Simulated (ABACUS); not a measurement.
TaN in ABACUS: the effect of dispersion

TaN:

```
Ta N
1.0
     0.00000    2.17900    2.17900
     2.17900    0.00000    2.17900
     2.17900    2.17900    0.00000
Ta N
1 1
Direct
  0.50000 0.50000 0.50000
  0.00000 0.00000 0.00000
```

Alike in all runs:

| Quantity | Value |
| --- | --- |
| Program | ABACUS 3.10.1 |
| Task | equation of state |
| Functional | PBEsol |
| Potentials or basis | PseudoDojo NC SR 0.4.1 PBE standard |
| Cutoff | 1361 eV |
| Density cutoff | 5442 eV |
| Basis | DZP LCAO (the cutoffs set its grid) |
| k mesh | 7 × 7 × 7 |
| Occupations | fermi-dirac, width 0.05 eV |
| Spin | no spin polarisation |

```csv
dispersion,V0 of scaled cells (Å³/atom),B0 (GPa)
none,?,?
D3,10.36,368
D3(BJ),10.32,371
D3(BJ)+ABC,10.37,368
```

Problem. What does the run with dispersion none give?

Solution. V0 of scaled cells 10.53 Å³/atom; B0 353 GPa.

Caveats: the atomic orbitals were generated for these runs and aren't a published set; the potentials were made for another functional, which shifts forces and pressure; the basis of atomic orbitals isn't converged, which shifts pressures, moduli and gaps.
